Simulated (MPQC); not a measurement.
# One shape, several levels: ZrH4 (SMILES [H][Zr]([H])([H])[H])

We compute a comparison of 3 runs (HF/STO-3G, HF/3-21G, U-mPW1PW91(MPQC)/jorge-DZP) of ZrH4. 

The results are computed with MPQC 2.3.1.

6 further runs of the same task are left out: 3 that didn't finish, 3 set aside as unsound or not needed.

## (1) The structure to begin with

ZrH4: 5 atoms, total charge 0, spin state singlet. As SMILES, `[H][Zr]([H])([H])[H]`. The shape comes from GFN2-xTB, which is rough for such elements, and wasn't checked as a minimum.

Bond lengths: Zr1–H2 1.918 Å, Zr1–H3 1.918 Å, Zr1–H4 1.917 Å, Zr1–H5 1.919 Å. Angles: H2–Zr1–H3 109.6°, H2–Zr1–H4 109.7°, H2–Zr1–H5 109.2°, H3–Zr1–H4 109.7°, H3–Zr1–H5 109.2°, H4–Zr1–H5 109.4°.

## (2) Energy and gradient at HF/STO-3G (run 1)

input.in

```
molecule<Molecule>: (
    symmetry = c1
    unit = angstrom
    { atoms geometry } = {
        Zr [ 0.000680 0.003910 0.000810 ]
        H  [ 0.010660 -0.019090 1.918700 ]
        H  [ 1.804530 0.009360 -0.650970 ]
        H  [ -0.916040 1.568130 -0.622590 ]
        H  [ -0.899830 -1.562310 -0.645950 ]
    }
)
basis<GaussianBasisSet>: (
    name = "STO-3G"
    molecule = $:molecule
    basisdir = "."
    puream = yes
)
mpqc: (
    checkpoint = no
    savestate = no
    restart = no
    do_energy = yes
    do_gradient = yes
    optimize = no
    mole<CLHF>: (
        molecule = $:molecule
        basis = $:basis
        total_charge = 0
        memory = 1000000000
        print_evals = yes
        maxiter = 120
        value_accuracy = 1e-08
    )
)
```

The basis set STO-3G is read from a file made from the Basis Set Exchange's data (not shown).

On the command line:

```
$ mpqc input.in > input.out
```

The program printed:

```text
MPQC: Massively Parallel Quantum Chemistry
[...]
  CLSCF::init: total charge = 0
[...]
  nbasis = 31
[...]
  iter     1 energy = -3502.1505661752 delta = 4.58916e-01
[...]
  LUMO is    23   A =   0.169837
  total scf energy = -3505.4501012237
[...]
Value of the MolecularEnergy: -3505.4501012237
  Gradient of the MolecularEnergy:
      1    0.0001746752
      2    0.0012427937
      3    0.0001919632
      4    0.0001260712
      5   -0.0005570736
      6    0.0311315331
      7    0.0292588151
      8   -0.0000949753
      9   -0.0106270849
     10   -0.0148558580
     11    0.0251162588
     12   -0.0101196322
[...]
      symmetry = c1
[...]
```

Wall time 0.4 s (1 thread of Arm Neoverse V2, shared host).

## (3) Energy and gradient at HF/3-21G (run 2)

run.in

```
% H4Zr
molecule<Molecule>: (
  symmetry = c1
  unit = angstrom
  { atoms geometry } = {
    Zr [ 0.000680       0.003910       0.000810 ]
    H  [ 0.010660      -0.019090       1.918700 ]
    H  [ 1.804530       0.009360      -0.650970 ]
    H  [ -0.916040       1.568130      -0.622590 ]
    H  [ -0.899830      -1.562310      -0.645950 ]
  }
)
basis<GaussianBasisSet>: (
  name = "3-21G"
  molecule = $:molecule
  basisdir = "."
  puream = yes
)
mpqc: (
  checkpoint = no
  savestate = no
  restart = no
  do_energy = yes
  do_gradient = yes
  optimize = no
  mole<CLHF>: (
    molecule = $:molecule
    basis = $:basis
    total_charge = 0
    memory = 1000000000
    print_evals = yes
    maxiter = 120
    value_accuracy = 1e-08
  )
)
```

The basis set 3-21G is read from a file made from the Basis Set Exchange's data (not shown).

On the command line:

```
$ mpqc -o run.out run.in
```

The program printed:

```text
MPQC: Massively Parallel Quantum Chemistry
[...]
  CLSCF::init: total charge = 0
[...]
  nbasis = 44
[...]
  iter     1 energy = -3508.6435812438 delta = 2.77977e-01
[...]
  LUMO is    23   A =   0.016769
  total scf energy = -3524.2505717161
[...]
Value of the MolecularEnergy: -3524.2505717161
  Gradient of the MolecularEnergy:
      1    0.0001065407
      2    0.0007551073
      3    0.0001175271
      4    0.0000378959
      5   -0.0002744359
      6    0.0121240930
      7    0.0113909250
      8   -0.0000943186
      9   -0.0041543639
     10   -0.0057852796
     11    0.0097087737
     12   -0.0039461285
[...]
      symmetry = c1
[...]
```

Run time: 1.4 s. Hardware: 1 thread of Arm Neoverse V2, shared host.

## (4) The energy at U-mPW1PW91(MPQC)/jorge-DZP (run 3)

mol.in

```
% H4Zr
molecule<Molecule>: (
    symmetry = auto
    unit = angstrom
    { atoms geometry } = {
        Zr [ 0.000680       0.003910       0.000810 ]
        H  [ 0.010660      -0.019090       1.918700 ]
        H  [ 1.804530       0.009360      -0.650970 ]
        H  [ -0.916040       1.568130      -0.622590 ]
        H  [ -0.899830      -1.562310      -0.645950 ]
    }
)
basis<GaussianBasisSet>: (
    name = "jorge-DZP"
    molecule = $:molecule
    basisdir = "."
    puream = yes
)
mpqc: (
    checkpoint = no
    savestate = no
    restart = no
    do_energy = yes
    do_gradient = no
    optimize = no
    mole<UKS>: (
        molecule = $:molecule
        basis = $:basis
        total_charge = 0
        multiplicity = 1
        memory = 1000000000
        print_evals = yes
        maxiter = 60
        functional<StdDenFunctional>: ( name = "mPW1PW91" )
        integrator<RadialAngularIntegrator>: ( grid = coarse )
    )
)
```

The basis set jorge-DZP is read from a file made from the Basis Set Exchange's data (not shown).

On the command line:

```
$ mpqc -o mol.out mol.in
```

The program printed:

```text
MPQC: Massively Parallel Quantum Chemistry
[...]
  USCF::init: total charge = 0
[...]
  WARNING: BeckeIntegrationWeight usually uses the atomic maximum
           probability radius, however this is not available for
[...]
  Integrated electron density error = 0.000193694269
  iter     1 energy = -3406.3608987127 delta = 1.80438e-01
[...]
  Integrated electron density error = -0.000046261964
  iter    14 energy = -3536.0936595493 delta = 1.30569e-05
  Integrated electron density error = -0.000046261393
  iter    15 energy = -3536.0936595061 delta = 6.39764e-06
  Integrated electron density error = -0.000046261574
  iter    16 energy = -3536.0936595221 delta = 1.34780e-06
  Integrated electron density error = -0.000046262122
  iter    17 energy = -3536.0936595277 delta = 1.08431e-06
[...]
  <S^2>      = -0.000000
  total scf energy = -3536.0936595277
Value of the MolecularEnergy: -3536.0936595277
[...]
        symmetry = c1
[...]
        nbasis = 68
[...]
      nalpha = 22
      nbeta = 22
[...]
```

It took 14 s on 1 thread of Arm Neoverse V2, shared host; peak memory 0.34 GiB.

## (5) All runs side by side

```csv
run,level,task,symmetry,energy (Eh),HOMO energy (eV),LUMO energy (eV),HOMO–LUMO gap (eV),wall time
1,HF/STO-3G,gradient,c1,-3505.450101,-9.68,4.62,14.31,0.4 s
2,HF/3-21G,gradient,c1,-3524.250572,-11.76,0.46,12.21,1.4 s
3,U-mPW1PW91(MPQC)/jorge-DZP,energy,auto,-3536.093660,–,–,–,14 s
```

## (6) Results

```
           quantity           value
run 3: total energy  -3536.09366 Eh
```

In run 1 the basis is minimal, so the values are rough. In runs 1, 2, 3 relativity is left out where basis or elements ask for it. All runs together took 16 s, the longest 14 s.
